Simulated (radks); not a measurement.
# Taking charge from the 5p level of Cs⁺ in fractions

The task here is to estimate one member of a computed series from the others.

The numbers are computed with radks (a radial shooting solver on a logarithmic mesh, Libxc functionals) version 1 (Dirac Kohn-Sham, PBEsol, spin-unpolarised, spherical densities, finite nucleus), except any that are marked as measured or tabulated.

## The atom as given

| Item | Value |
| --- | --- |
| element | caesium (Z = 55) |
| charge | +1 |
| electrons | 54 |
| configuration | [Kr] 4d10 5s2 5p(1/2: 2, 3/2: 4) |
| nuclear rms radius | 4.8041 fm |

A shell typed twice in an input gives the lower j, then the higher j.

The first run:

Input:

```text
Z 55
configuration [Kr] 4d10 5s2 5p2 5p4
relativity Dirac
functional pbe_sol,pbe_sol
spin unpolarised
j_filling energy
nucleus finite rms 4.8041 fm
c 137.035999084
```

Steps of the session up to this table: Start: [Kr] 4d10 5s2 5p(1/2: 2, 3/2: 4).

One table of the session follows, with a row left open; its other results are not shown here.

It belongs to the step «Start: [Kr] 4d10 5s2 5p(1/2: 2, 3/2: 4)». From the orbitals of this run (lengths in bohr):

| level | <r> | outermost maximum (interpolated) | 90 % within | nodes |
| --- | --- | --- | --- | --- |
| 4s1/2 | ? | ? | ? | ? |
| 4p1/2 | 0.7208 | 0.657 | 1.05 | 2 |
| 4p3/2 | 0.7484 | 0.681 | 1.09 | 2 |
| 4d3/2 | 0.8311 | 0.716 | 1.26 | 1 |
| 4d5/2 | 0.8415 | 0.725 | 1.27 | 1 |
| 5s1/2 | 1.738 | 1.54 | 2.52 | 4 |
| 5p1/2 | 2.006 | 1.73 | 2.96 | 3 |
| 5p3/2 | 2.098 | 1.80 | 3.09 | 3 |

Estimate the missing values for 4s1/2.

The run gave: <r>: 0.6949; outermost maximum (interpolated): 0.643; 90 % within: 1.00; nodes: 3. In the column «<r>» it is the lowest.
